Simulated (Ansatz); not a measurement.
# C₂H₇InN radical: one species, many methods

Aim: compute C₂H₇InN radical with functionals from several rungs and with coupled cluster, and see how far each lands from CCSD(T) at the basis-set limit for the atomisation energy.

Computed with Ansatz 0.2.0, Gaussian basis. Level: functionals in def2-TZVPP, the program's frozen cores in correlated methods.

The runs, in order: PBE-D4, r2SCAN-D4, PBE0-D4, B3LYP-D4, ωB97X-V, ωB97M-V, B2PLYP; CCSD(T)/def2-TZVPP; MP2/def2-QZVPP; extrapolation to the limit.

### 1 The relaxed structure

The geometry comes from an earlier relaxation with PBE0-D4 in a triple-zeta def2 set; it is a stationary point, not always the lowest conformer. In takes the def2 core potential; no spin-orbit term is included.

11 atoms, charge 0, spin multiplicity 2.

Atoms are counted from 1 here; the program's logs count them from 0.

Bond lengths: C1–N2 1.439 Å, C1–H5 1.094 Å, C1–H6 1.102 Å, C1–H7 1.102 Å, N2–C3 1.436 Å, N2–In4 2.037 Å, C3–H8 1.102 Å, C3–H9 1.093 Å, C3–H10 1.102 Å, In4–H11 1.763 Å. Angles: N2–C1–H5 111.1°, N2–C1–H6 111.8°, N2–C1–H7 111.8°, H5–C1–H6 107.5°, H5–C1–H7 107.5°, H6–C1–H7 106.9°, C1–N2–C3 112.8°, C1–N2–In4 122.2°, C3–N2–In4 125.0°, N2–C3–H8 111.9°, N2–C3–H9 111.0°, N2–C3–H10 111.8°, H8–C3–H9 107.6°, H8–C3–H10 106.8°, H9–C3–H10 107.6°, N2–In4–H11 114.6°.

### 2 PBE-D4 (GGA)

in.yaml reads:

```yaml
crystal:
  periodic: [false, false, false]
  atoms:
    - {symbol: C, position_ang: [-0.468465, 1.010456, -0.323244]}
    - {symbol: N, position_ang: [-0.003675, -0.315552, -0.014948]}
    - {symbol: C, position_ang: [1.148656, -0.315553, 0.842438]}
    - {symbol: In, position_ang: [-0.920137, -1.983573, -0.740476]}
    - {symbol: H, position_ang: [-1.345038, 0.979348, -0.976237]}
    - {symbol: H, position_ang: [-0.752146, 1.566256, 0.584929]}
    - {symbol: H, position_ang: [0.304217, 1.606243, -0.835170]}
    - {symbol: H, position_ang: [0.943359, 0.178539, 1.805563]}
    - {symbol: H, position_ang: [1.476883, -1.335349, 1.058429]}
    - {symbol: H, position_ang: [1.998432, 0.217538, 0.386855]}
    - {symbol: H, position_ang: [-2.316786, -1.665351, -1.767441]}
basis:
  gaussian: {orbitals: def2-TZVPP}
magnetization: {spin_polarized: true, initial_magnetization: 1}
hamiltonian: {xc: pbe, dispersion: d4}
output: {forces: true, orbitals: {seedname: orbitals}}
```

The run is started by

```sh
$ ansatz run in.yaml --threads 2 --pin off --events-out ev --progress --plain --max-ram 31744MiB --backend cpu
```

After this run come: r2SCAN-D4 (meta-GGA); PBE0-D4 (hybrid); B3LYP-D4 (hybrid); ωB97X-V (range-separated); ωB97M-V (range-separated); B2PLYP (double hybrid); CCSD(T) in def2-TZVPP; MP2 in def2-QZVPP.

Q: Predict the results of all the runs planned. Wanted: atomisation energy, CCSD(T)/CBS; farthest; mean size of error, hybrid; mean size of error, range-separated; gap, smallest and largest; T1 diagnostic; triples share of the correlation energy.

The runs gave:

| quantity | value |
| --- | --- |
| atomisation energy, CCSD(T)/CBS | 3606.2 kJ/mol |
| functionals within 36.1 kJ/mol (1.0 %) | r2SCAN-D4, PBE0-D4, B3LYP-D4, ωB97X-V, ωB97M-V |
| farthest | PBE-D4 (+72.3 kJ/mol) |
| mean size of error, hybrid | 9.5 kJ/mol |
| mean size of error, range-separated | 9.6 kJ/mol |
| gap, smallest and largest | 1.06 eV (PBE-D4), 6.78 eV (ωB97X-V) |
| T1 diagnostic | 0.0187 |
| triples share of the correlation energy | 3.6 % |

PBE-D4 is off by +72.3 kJ/mol. Double hybrids carry the basis error of their MP2 part in triple zeta, and no dispersion term here, so their miss is partly the set-up's. The reference freezes the cores and leaves out spin-orbit coupling and excitations past (T), and its outer-core shells are covered unevenly, so misses under about 36.1 kJ/mol can't be ranked. All levels share the lack of spin-orbit coupling, which lowers the free heavy atoms and so the true binding. Hartree-Fock recovers 71 % of the binding; the rest is correlation. The gap grows from 1.1 to 6.8 eV across the functionals, mostly with the share of exact exchange. Correlated methods include outer-core shells of In, which these sets cover unevenly.
